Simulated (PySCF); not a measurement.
# C2H5BBr− (SMILES C=C[BH2-]Br) at 6 levels

Aim: a comparison of 6 runs (HF/STO-3G, HF/3-21G, PBE/3-21G, B3LYP/6-31G*, PBE0/def2-SVP, B3LYP/def2-TZVP) of C2H5BBr−. 

The results are computed with PySCF 2.14.0.

### 1 The molecule

The species is C2H5BBr− (9 atoms), meant as a singlet with charge -1. As SMILES, `C=C[BH2-]Br`. The shape is that of a GFN2-xTB optimisation. This is one conformer, not always the lowest.

Bond lengths: C1–C2 1.324 Å, C2–B3 1.606 Å, B3–Br4 2.050 Å, C1–H5 1.083 Å, C1–H6 1.088 Å, C2–H7 1.092 Å, B3–H8 1.209 Å, B3–H9 1.210 Å. Some angles: C1–C2–B3 125.1°, C2–B3–Br4 108.6°, C1–C2–H7 116.2°, B3–C2–H7 118.7°, C2–C1–H5 121.2°, C2–C1–H6 123.9°, C2–B3–H8 112.0°, C2–B3–H9 111.9°, Br4–B3–H8 106.3°, Br4–B3–H9 106.1°.

### 2 Energy and forces at HF/STO-3G (run 1)

job.py

```python
from pyscf import gto

mol = gto.Mole()
mol.atom = '''
C    0.158320   1.420020  -0.484040
C    0.498470   0.171760  -0.204340
B   -0.480710  -0.933200   0.427480
Br   0.579060  -2.666270   0.705240
H   -0.841990   1.786200  -0.289550
H    0.837490   2.150610  -0.917220
H    1.528030  -0.111060  -0.435030
H   -0.888470  -0.606520   1.518180
H   -1.390210  -1.211540  -0.320710
'''
mol.max_memory = 1860
mol.charge = -1
mol.spin = 0
mol.basis = 'sto-3g'
mol.verbose = 4
mol.build()

mf = mol.RHF()
mf.conv_tol = 1e-10
mf.kernel()
if not mf.converged:
    mf = mf.newton().run(mf.mo_coeff, mf.mo_occ)

etot = mf.e_tot
print(f'total energy: {etot:.8f} hartree')
grad = mf.nuc_grad_method().kernel()
mf.analyze()
```

Run with:

```bash
$ OMP_NUM_THREADS=1 python job.py
```

Output:

```text
PySCF version 2.14.0

[... 62 lines left out ...]
total energy: -2646.67667045 hartree
[... 15 lines left out ...]
Two-electron Energy =                 1261.189776317439055
[... 5 lines left out ...]
MO #2   energy= -62.8584231418846  occ= 2
[... 3 lines left out ...]
MO #6   energy= -10.7871836926163  occ= 2
[... 3 lines left out ...]
MO #10  energy= -6.56472213708159  occ= 2
[... 3 lines left out ...]
MO #14  energy= -1.91670830267651  occ= 2
[... 3 lines left out ...]
MO #18  energy= -0.771346797086989 occ= 2
[... 3 lines left out ...]
MO #22  energy= -0.345405233012715 occ= 2
[... 3 lines left out ...]
MO #26  energy= -0.104777000407557 occ= 2
[... 3 lines left out ...]
MO #30  energy= 0.532601913846997  occ= 0
[... 3 lines left out ...]
MO #34  energy= 0.934494606241976  occ= 0
[... 3 lines left out ...]
MO #38  energy= 1.24324202071866   occ= 0
[... 15 lines left out ...]
pop of  2 B 2py           0.63354
pop of  2 B 2pz           0.85746
pop of  3 Br 1s           2.00000
pop of  3 Br 2s           1.99998
pop of  3 Br 3s           1.99934
pop of  3 Br 4s           1.92909
pop of  3 Br 2px          2.00000
pop of  3 Br 2py          2.00000
pop of  3 Br 2pz          2.00000
pop of  3 Br 3px          1.99983
pop of  3 Br 3py          1.99959
pop of  3 Br 3pz          1.99998
pop of  3 Br 4px          1.85286
pop of  3 Br 4py          1.62977
pop of  3 Br 4pz          1.98160
pop of  3 Br 3dxy         1.99963
pop of  3 Br 3dyz         1.99995
pop of  3 Br 3dz^2        1.99986
pop of  3 Br 3dxz         1.99998
pop of  3 Br 3dx2-y2      1.99987
pop of  4 H 1s            1.00355
pop of  5 H 1s            1.01615
pop of  6 H 1s            1.00417
pop of  7 H 1s            1.12825
pop of  8 H 1s            1.12824
 ** Mulliken atomic charges  **
charge of    0C =     -0.16513
charge of    1C =     -0.05028
charge of    2B =     -0.11289
charge of    3Br =     -0.39133
charge of    4H =     -0.00355
charge of    5H =     -0.01615
charge of    6H =     -0.00417
charge of    7H =     -0.12825
charge of    8H =     -0.12824

WARN: System has nonzero charge -1; the dipole moment is origin-dependent.
Location of origin: [0. 0. 0.]

Dipole moment(X, Y, Z, Debye):  0.22337,  6.03586, -2.02078
```

It took 2.5 s on 1 thread of Intel Xeon at 2.70GHz, shared host; peak memory 0.12 GiB.

### 3 Energy and gradient at HF/3-21G (run 2)

calc.py

```python
from pyscf import gto

mol = gto.M(
    atom='''
C      0.158320     1.420020    -0.484040
C      0.498470     0.171760    -0.204340
B     -0.480710    -0.933200     0.427480
Br     0.579060    -2.666270     0.705240
H     -0.841990     1.786200    -0.289550
H      0.837490     2.150610    -0.917220
H      1.528030    -0.111060    -0.435030
H     -0.888470    -0.606520     1.518180
H     -1.390210    -1.211540    -0.320710
''',
    charge=-1,
    max_memory=1860,
    verbose=3,
    basis='3-21g',
)

hf = mol.RHF()
hf.conv_tol = 1e-10
hf.kernel()
if not hf.converged:
    hf = hf.newton().run(hf.mo_coeff, hf.mo_occ)

etot = hf.e_tot
print('E(%s) = %.9f' % ('HF', etot))
grad = hf.nuc_grad_method().kernel()
hf.analyze()
```

Run with:

```bash
$ OMP_NUM_THREADS=1 python calc.py
```

Output:

```text
converged SCF energy = -2662.83082360151
E(HF) = -2662.830823602
--------------- RHF gradients ---------------
         x                y                z
0 C     0.0021090960    -0.0084214860     0.0017154517
1 C    -0.0105195361    -0.0046679732     0.0051425480
2 B     0.0210113208    -0.0257584604     0.0028543844
3 Br    -0.0200338472     0.0356410444    -0.0063154488
4 H    -0.0029911529     0.0004868694     0.0006653848
5 H     0.0027267392     0.0046954081    -0.0022335694
6 H     0.0059795474    -0.0006615459    -0.0016670944
7 H     0.0009169100    -0.0007409554    -0.0003418222
8 H     0.0008009227    -0.0005729011     0.0001801658
----------------------------------------------
**** MO energy ****
MO #1   energy= -486.516959863092  occ= 2
MO #2   energy= -64.5257622111906  occ= 2
MO #3   energy= -57.713708489596   occ= 2
MO #4   energy= -57.7126532031496  occ= 2
MO #5   energy= -57.7126160566186  occ= 2
MO #6   energy= -10.9813342356226  occ= 2
MO #7   energy= -10.9746468114179  occ= 2
MO #8   energy= -9.51998225988047  occ= 2
MO #9   energy= -7.32841156101939  occ= 2
MO #10  energy= -7.09933701834154  occ= 2
MO #11  energy= -7.09362317251512  occ= 2
MO #12  energy= -7.09342770997928  occ= 2
MO #13  energy= -2.82759571807764  occ= 2
MO #14  energy= -2.82530315405856  occ= 2
MO #15  energy= -2.82515917379624  occ= 2
MO #16  energy= -2.81927204023053  occ= 2
MO #17  energy= -2.81926877392561  occ= 2
MO #18  energy= -0.851858002135776 occ= 2
MO #19  energy= -0.762111563386868 occ= 2
MO #20  energy= -0.600160938126909 occ= 2
MO #21  energy= -0.489522209596689 occ= 2
MO #22  energy= -0.426749900171093 occ= 2
MO #23  energy= -0.370954662885592 occ= 2
MO #24  energy= -0.292644703328863 occ= 2
MO #25  energy= -0.257106479854766 occ= 2
MO #26  energy= -0.21596424323859  occ= 2
MO #27  energy= -0.187991630791263 occ= 2
MO #28  energy= -0.169355179214828 occ= 2
MO #29  energy= -0.152723409763014 occ= 2
MO #30  energy= 0.35911097000201   occ= 0
MO #31  energy= 0.414702401729728  occ= 0
MO #32  energy= 0.481260632461538  occ= 0
MO #33  energy= 0.496994769209515  occ= 0
MO #34  energy= 0.523115919119556  occ= 0
MO #35  energy= 0.563668077520538  occ= 0
MO #36  energy= 0.607902316232931  occ= 0
MO #37  energy= 0.641791331898383  occ= 0
MO #38  energy= 0.704848396362537  occ= 0
MO #39  energy= 0.849591540142501  occ= 0
MO #40  energy= 0.919810390897173  occ= 0
MO #41  energy= 0.985020436342216  occ= 0
MO #42  energy= 1.0185734160014    occ= 0
MO #43  energy= 1.06214751489036   occ= 0
MO #44  energy= 1.09653208798478   occ= 0
MO #45  energy= 1.13019138445048   occ= 0
MO #46  energy= 1.186203154181     occ= 0
MO #47  energy= 1.20281327494826   occ= 0
MO #48  energy= 1.25346028305156   occ= 0
MO #49  energy= 1.32790160013628   occ= 0
MO #50  energy= 1.33232586166096   occ= 0
MO #51  energy= 1.41833545033583   occ= 0
MO #52  energy= 1.51018358559635   occ= 0
MO #53  energy= 1.54251766132534   occ= 0
MO #54  energy= 1.58139284764423   occ= 0
MO #55  energy= 1.62749456952359   occ= 0
MO #56  energy= 1.64315252499109   occ= 0
MO #57  energy= 1.90697698300233   occ= 0
MO #58  energy= 1.96202018848821   occ= 0
MO #59  energy= 2.32390257440395   occ= 0
 ** Mulliken atomic charges  **
charge of    0C =     -0.28813
charge of    1C =     -0.11761
charge of    2B =     -0.21375
charge of    3Br =     -0.41429
charge of    4H =      0.06093
charge of    5H =      0.04905
charge of    6H =      0.06549
charge of    7H =     -0.07079
charge of    8H =     -0.07090

WARN: System has nonzero charge -1; the dipole moment is origin-dependent.
Location of origin: [0. 0. 0.]

Dipole moment(X, Y, Z, Debye):  0.09774,  6.55068, -2.15705
```

Run time: 4.2 s. Hardware: 1 thread of Intel Xeon at 2.70GHz, shared host; peak memory 0.13 GiB.

### 4 Energy and gradient at PBE/3-21G (run 3)

job.py

```python
# C=C[BH2-]Br
from pyscf import gto, dft

mol = gto.M(
    atom=[
    ('C', (0.158320, 1.420020, -0.484040)),
    ('C', (0.498470, 0.171760, -0.204340)),
    ('B', (-0.480710, -0.933200, 0.427480)),
    ('Br', (0.579060, -2.666270, 0.705240)),
    ('H', (-0.841990, 1.786200, -0.289550)),
    ('H', (0.837490, 2.150610, -0.917220)),
    ('H', (1.528030, -0.111060, -0.435030)),
    ('H', (-0.888470, -0.606520, 1.518180)),
    ('H', (-1.390210, -1.211540, -0.320710)),
],
    max_memory=1860,
    verbose=3,
    basis='3-21g',
    charge=-1,
)

mf = dft.RKS(mol, xc='pbe')
mf.conv_tol = 1e-10
mf.grids.level = 5
mf.kernel()
if not mf.converged:
    mf = mf.newton().run(mf.mo_coeff, mf.mo_occ)

e_final = mf.e_tot
print('E = %.10f Eh' % e_final)
grad = mf.nuc_grad_method().kernel()
dip = mf.dip_moment()
pop, q = mf.mulliken_pop()
```

Run with:

```bash
$ OMP_NUM_THREADS=1 python job.py
```

Output:

```text
converged SCF energy = -2664.76235829678
E = -2664.7623582968 Eh
--------------- RKS gradients ---------------
         x                y                z
0 C     0.0037239192    -0.0222724663     0.0055044837
1 C     0.0007867036     0.0213271842    -0.0064003350
2 B     0.0052561519    -0.0163141173     0.0040601009
3 Br    -0.0143865090     0.0260412479    -0.0046849624
4 H     0.0107408505    -0.0041350959    -0.0021272217
5 H    -0.0062766370    -0.0063341141     0.0039284410
6 H    -0.0088561845     0.0041780195     0.0014512385
7 H     0.0032884527    -0.0028938168    -0.0058167467
8 H     0.0057220387     0.0003949922     0.0040894592
----------------------------------------------

WARN: System has nonzero charge -1; the dipole moment is origin-dependent.
Location of origin: [0. 0. 0.]

Dipole moment(X, Y, Z, Debye):  0.17102,  6.00102, -1.99648
 ** Mulliken pop  **
pop of  0 C 1s            1.98472
pop of  0 C 2s            0.39460
pop of  0 C 3s            0.95463
pop of  0 C 2px           0.55389
pop of  0 C 2py           0.61158
pop of  0 C 2pz           0.49959
pop of  0 C 3px           0.46958
pop of  0 C 3py           0.37753
pop of  0 C 3pz           0.62490
pop of  1 C 1s            1.98659
pop of  1 C 2s            0.39521
pop of  1 C 3s            1.03466
pop of  1 C 2px           0.56181
pop of  1 C 2py           0.62356
pop of  1 C 2pz           0.42771
pop of  1 C 3px           0.45931
pop of  1 C 3py           0.32558
pop of  1 C 3pz           0.47548
pop of  2 B 1s            1.98554
pop of  2 B 2s            0.36277
pop of  2 B 3s            0.71895
pop of  2 B 2px           0.46163
pop of  2 B 2py           0.37851
pop of  2 B 2pz           0.51957
pop of  2 B 3px           0.26802
pop of  2 B 3py           0.16365
pop of  2 B 3pz           0.38814
pop of  3 Br 1s           1.99980
pop of  3 Br 2s           1.99631
pop of  3 Br 3s           2.00256
pop of  3 Br 4s           0.80940
pop of  3 Br 5s           1.16878
pop of  3 Br 2px          1.99633
pop of  3 Br 2py          1.99612
pop of  3 Br 2pz          1.99645
pop of  3 Br 3px          1.98497
pop of  3 Br 3py          1.98388
pop of  3 Br 3pz          1.98579
pop of  3 Br 4px          0.79001
pop of  3 Br 4py          0.75250
pop of  3 Br 4pz          0.82002
pop of  3 Br 5px          1.04555
pop of  3 Br 5py          0.90151
pop of  3 Br 5pz          1.15207
pop of  3 Br 3dxy         1.99810
pop of  3 Br 3dyz         1.99917
pop of  3 Br 3dz^2        1.99927
pop of  3 Br 3dxz         1.99968
pop of  3 Br 3dx2-y2      1.99883
pop of  4 H 1s            0.47683
pop of  4 H 2s            0.38494
pop of  5 H 1s            0.47744
pop of  5 H 2s            0.41049
pop of  6 H 1s            0.47652
pop of  6 H 2s            0.39379
pop of  7 H 1s            0.45095
pop of  7 H 2s            0.54698
pop of  8 H 1s            0.45063
pop of  8 H 2s            0.54664
 ** Mulliken atomic charges  **
charge of    0C =     -0.47100
charge of    1C =     -0.28991
charge of    2B =     -0.24677
charge of    3Br =     -0.37710
charge of    4H =      0.13822
charge of    5H =      0.11207
charge of    6H =      0.12968
charge of    7H =      0.00208
charge of    8H =      0.00273
```

It took 30 s on 1 thread of Intel Xeon at 2.70GHz, shared host; peak memory 0.6 GiB.

Runs 4 to 5 aren't shown in full; the table further down has their settings and results.

### 5 Energy and forces at B3LYP/def2-TZVP (run 6)

run.py

```python
from pyscf import gto, dft

molecule = gto.M(
    atom='''
C    0.158320   1.420020  -0.484040
C    0.498470   0.171760  -0.204340
B   -0.480710  -0.933200   0.427480
Br   0.579060  -2.666270   0.705240
H   -0.841990   1.786200  -0.289550
H    0.837490   2.150610  -0.917220
H    1.528030  -0.111060  -0.435030
H   -0.888470  -0.606520   1.518180
H   -1.390210  -1.211540  -0.320710
''',
    max_memory=1860,
    charge=-1,
    verbose=4,
    basis='def2-tzvp',
)

mf = dft.RKS(molecule, xc='b3lyp')
mf.grids.level = 5
mf.conv_tol = 1e-10
mf.kernel()
if not mf.converged:
    mf = mf.newton().run(mf.mo_coeff, mf.mo_occ)

etot = mf.e_tot
print(f'total energy: {etot:.8f} hartree')
grad = mf.nuc_grad_method().kernel()
mf.analyze()
```

Run with:

```bash
$ OMP_NUM_THREADS=1 python run.py
```

Output:

```text
PySCF version 2.14.0

[... 94 lines left out ...]
Total Energy =                       -2678.366212245852694
[... 17 lines left out ...]
MO #11  energy= -6.28824421434254  occ= 2
[... 15 lines left out ...]
MO #27  energy= -0.0957284581852743 occ= 2
[... 15 lines left out ...]
MO #43  energy= 0.412134963683034  occ= 0
[... 15 lines left out ...]
MO #59  energy= 0.677608557774789  occ= 0
[... 15 lines left out ...]
MO #75  energy= 1.1310603628447    occ= 0
[... 15 lines left out ...]
MO #91  energy= 1.67931601383142   occ= 0
[... 15 lines left out ...]
MO #107 energy= 1.98529785454019   occ= 0
[... 15 lines left out ...]
MO #123 energy= 2.62030314413273   occ= 0
[... 15 lines left out ...]
MO #139 energy= 3.18145043157523   occ= 0
[... 15 lines left out ...]
MO #155 energy= 4.06824318000328   occ= 0
[... 15 lines left out ...]
MO #171 energy= 22.845750443987    occ= 0
[... 148 lines left out ...]
pop of  4 H 2pz           0.00028
pop of  5 H 1s            0.92098
pop of  5 H 2s            0.00385
pop of  5 H 3s            0.00215
pop of  5 H 2px           0.00037
pop of  5 H 2py           0.00034
pop of  5 H 2pz           0.00042
pop of  6 H 1s            0.90723
pop of  6 H 2s            0.00512
pop of  6 H 3s            0.00234
pop of  6 H 2px           0.00064
pop of  6 H 2py           0.00023
pop of  6 H 2pz           0.00022
pop of  7 H 1s            1.03798
pop of  7 H 2s            0.00210
pop of  7 H 3s            0.00080
pop of  7 H 2px           0.00010
pop of  7 H 2py           0.00012
pop of  7 H 2pz           0.00058
pop of  8 H 1s            1.03786
pop of  8 H 2s            0.00212
pop of  8 H 3s            0.00080
pop of  8 H 2px           0.00039
pop of  8 H 2py           0.00015
pop of  8 H 2pz           0.00025
 ** Mulliken atomic charges  **
charge of    0C =     -0.32429
charge of    1C =     -0.13944
charge of    2B =     -0.29349
charge of    3Br =     -0.39713
charge of    4H =      0.08149
charge of    5H =      0.07189
charge of    6H =      0.08423
charge of    7H =     -0.04168
charge of    8H =     -0.04158

WARN: System has nonzero charge -1; the dipole moment is origin-dependent.
Location of origin: [0. 0. 0.]

Dipole moment(X, Y, Z, Debye): -0.02318,  6.36123, -2.05972
```

Run time: 2.7 min. Hardware: 1 thread of Intel Xeon at 2.70GHz, shared host; peak memory 2.2 GiB.

### 6 All runs side by side

| run | level | integration grid | Cartesian functions | energy (Eh) | HOMO energy (eV) | LUMO energy (eV) | HOMO–LUMO gap (eV) | wall time |
| --- | --- | --- | --- | --- | --- | --- | --- | --- |
| 1 | HF/STO-3G | – | no | -2646.676670 | -1.19 | 14.49 | 15.69 | 2.5 s |
| 2 | HF/3-21G | – | no | -2662.830824 | -4.16 | 9.77 | 13.93 | 4.2 s |
| 3 | PBE/3-21G | 5 | no | -2664.762358 | 0.09 | 4.90 | 4.82 | 30 s |
| 4 | B3LYP/6-31G* (Cartesian functions) | 5 | yes | -2678.014243 | -1.32 | 5.46 | 6.78 | 50 s |
| 5 | PBE0/def2-SVP | 5 | no | -2677.458510 | -1.54 | 5.32 | 6.85 | 73 s |
| 6 | B3LYP/def2-TZVP | 5 | no | -2678.366212 | -1.69 | 4.58 | 6.27 | 2.7 min |

### 7 Results

| quantity | value |
| --- | --- |
| run 6: total energy | -2678.36621 Eh |
| run 6: HOMO energy | -1.69 eV |
| run 6: LUMO energy | 4.58 eV |
| run 6: HOMO–LUMO gap (to an unbound level, set by the basis) | 6.27 eV |
| run 6: largest force on an atom | 1.116 eV/Å |

What this shows: The HOMO–LUMO gap runs from 4.82 eV (PBE/3-21G) to 15.69 eV (HF/STO-3G). The two ends differ in method and basis. The empty levels of an anion lie above zero and hang on the basis. Totals of different functionals can't be ranked against each other. In run 3 the HOMO lies above zero, so the outermost electron may be held by the basis alone. In run 1 the basis is minimal, so the values are rough. All runs together took 5.4 min, the longest 2.7 min.
